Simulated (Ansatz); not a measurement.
Nb3Pd:

```
Pd Nb
1.0
     1.72259   -2.21736    0.00000
     1.72259    2.21736    0.00000
     0.00000    0.00000    9.07671
Pd Nb
1 3
Cartesian
  0.0000 0.0000 0.0000
  1.7226 0.0000 2.1765
  0.0000 0.0000 4.5384
  1.7226 0.0000 6.9002
```

The cell comes from a database or a generator and needn't be the stable form of this composition.

* Program: Ansatz 0.2.0
* Task: single point
* Functional: PBEsol
* Potentials or basis: all-electron LAPW, scalar-relativistic
* Cutoff: 255 eV (chosen from the basis error)
* Basis error allowed: 0.001 eV/atom
* k mesh: 10 × 10 × 3
* Occupations: fermi-dirac, width 0.05 eV
* Spin: no spin polarisation

On this cell: pressure -6.9 GPa; largest force 0.023 eV/Å; band gap on the k mesh none (metal or under the smearing width).

The same run follows on a disturbed copy (atoms moved at random, drawn with an rms of 0.05 Å):

```
Pd Nb
1.0
     1.72259   -2.21736    0.00000
     1.72259    2.21736    0.00000
     0.00000    0.00000    9.07671
Pd Nb
1 3
Direct
  0.98613 0.99589 0.00222
  0.50869 0.49235 0.24121
  0.00510 0.01497 0.50255
  0.49508 0.49688 0.75693
```

Q: What changes?

A: The energy (extrapolated to zero smearing) moves by +5.4 meV/atom; pressure -6.8 GPa; largest force 0.457 eV/Å; band gap on the k mesh none (metal or under the smearing width).

Forces in eV/Å, atoms in the order of the input:
```
Pd   0.086 -0.040 -0.194
Nb   0.015  0.132 -0.025
Nb  -0.185 -0.135 -0.229
Nb   0.083  0.043  0.447
```

Stress tensor (GPa, compression positive):
```
-6.84  0.00 -0.09
 0.00 -6.55 -0.22
-0.09 -0.22 -6.94
```
